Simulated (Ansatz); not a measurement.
# Cl₂H₃NSi + H₂O: a complex and its separated parts

Aim: how far the complex at one end of a reaction step lies below its separated, relaxed parts, level by level.

Computed with Ansatz 0.2.0, Gaussian basis. Level: PBE0-D4/def2-TZVP structures, single points in def2-TZVPP, no counterpoise correction.

Levels: SPW92, PBE-D4, BLYP-D4, r2SCAN-D4, B97M-V, PBE0-D4, B3LYP-D4, r2SCAN0-D4, BHLYP-D4, CAM-B3LYP-D4, wB97X-V, wB97M-V, B2PLYP, PBE-QIDH, RPA on PBE, Hartree-Fock, MP2, CCSD, CCSD(T).

Cores are frozen in the correlated methods. B3LYP uses VWN-RPA correlation. B2PLYP carries no dispersion term here.

94 further runs of the same task are left out: 94 set aside as unsound or not needed. Runs told in other sessions of the task aren't counted.

## Step 1: Starting geometry

The complex: 10 atoms, charge 0, spin multiplicity 1.

Atoms are counted from 1 here; the program's logs count them from 0.

Bond lengths: Si1–N2 1.708 Å, Si1–Cl3 2.049 Å, Si1–Cl4 2.041 Å, Si1–H5 1.469 Å, N2–H8 1.010 Å, N2–H9 1.011 Å, H6–O7 0.968 Å, O7–H10 0.959 Å. Angles: N2–Si1–Cl3 114.3°, N2–Si1–Cl4 106.8°, N2–Si1–H5 109.6°, Cl3–Si1–Cl4 107.3°, Cl3–Si1–H5 107.8°, Cl4–Si1–H5 111.1°, Si1–N2–H8 118.5°, Si1–N2–H9 117.5°, H8–N2–H9 110.4°, H6–O7–H10 104.9°.

As a file:

```mol
Cl2H5NOSi
  3D, bonds by distance, orders not assigned

 10  8  0  0  0  0  0  0  0  0999 V2000
   -0.4775   -0.9179   -0.6359 Si  0  0
    1.0248   -0.1836   -0.2856 N   0  0
   -0.3389   -2.6387   -1.7396 Cl  0  0
   -1.3235   -1.4129    1.1546 Cl  0  0
   -1.3249    0.0250   -1.3789 H   0  0
    0.2787    1.4617    0.7648 H   0  0
   -0.2573    2.2083    1.0668 O   0  0
    1.6814   -0.6823    0.2980 H   0  0
    1.5073    0.2774   -1.0449 H   0  0
   -0.7700    1.8628    1.8005 H   0  0
  1  2  8  0
  1  3  8  0
  1  4  8  0
  1  5  8  0
  2  8  8  0
  2  9  8  0
  6  7  8  0
  7 10  8  0
M  END
```

Its parts: Cl₂H₃NSi holds atoms 1, 2, 3, 4, 5, 8, 9; H₂O holds atoms 6, 7, 10. Each part counts its atoms afresh in its own runs.

## Step 2: Relaxing Cl₂H₃NSi alone

relax-a/in.yaml

```yaml
crystal:
  periodic: [false, false, false]
  atoms:
    - {symbol: Si, position_ang: [-0.477510, -0.917877, -0.635890]}
    - {symbol: N, position_ang: [1.024750, -0.183552, -0.285648]}
    - {symbol: Cl, position_ang: [-0.338891, -2.638684, -1.739562]}
    - {symbol: Cl, position_ang: [-1.323539, -1.412857, 1.154596]}
    - {symbol: H, position_ang: [-1.324889, 0.025035, -1.378878]}
    - {symbol: H, position_ang: [1.681373, -0.682259, 0.298034]}
    - {symbol: H, position_ang: [1.507252, 0.277431, -1.044928]}
basis:
  gaussian: {orbitals: def2-TZVP}
hamiltonian: {xc: pbe0, dispersion: d4}
relax: {f_tol: 0.005, max_steps: 200}
```

On the command line:

```bash
$ ansatz run in.yaml --threads 8 --pin off --events-out ev --progress --plain --max-ram 19148MiB
```

The runs that follow: Relaxing H₂O alone; SPW92/def2-TZVPP; PBE-D4/def2-TZVPP; BLYP-D4/def2-TZVPP; r2SCAN-D4/def2-TZVPP; B97M-V/def2-TZVPP; PBE0-D4/def2-TZVPP; B3LYP-D4/def2-TZVPP; r2SCAN0-D4/def2-TZVPP; BHLYP-D4/def2-TZVPP; CAM-B3LYP-D4/def2-TZVPP; wB97X-V/def2-TZVPP; wB97M-V/def2-TZVPP; B2PLYP/def2-TZVPP; PBE-QIDH/def2-TZVPP; RPA on PBE/def2-TZVPP; CCSD(T)/def2-TZVPP; Vibrations of Cl₂H₃NSi; Vibrations of H₂O.

What does the calculation give? Wanted: complex less parts, CCSD(T)/def2-TZVPP; with zero-point energy; largest T1 diagnostic.

The runs gave:

| quantity | value |
| --- | --- |
| complex less parts, CCSD(T)/def2-TZVPP | -4.5 kcal/mol |
| with zero-point energy | -2.7 kcal/mol |
| largest T1 diagnostic | 0.009 |

In words: At CCSD(T) the complex lies 4.5 kcal/mol below its parts. Among the functionals B97M-V lands nearest to CCSD(T) (-0.2 kcal/mol) and SPW92 farthest (-3.4 kcal/mol). BHLYP-D4, wB97X-V are as near within the digits shown. By rung, the mean size of the error is: LDA 3.4, GGA 1.0, meta-GGA 0.4, hybrid 0.4, range-separated hybrid 0.4, double hybrid 0.5 kcal/mol. The double hybrids carry no dispersion term here, unlike the levels marked D4 or V. PBE-D4 gives a relative energy 1.2 kcal/mol too low, outside chemical accuracy (1 kcal/mol). No counterpoise was applied, and triple zeta lacks some correlation, so the CCSD(T) reference has a basis error of its own, and close matches with it are partly luck.
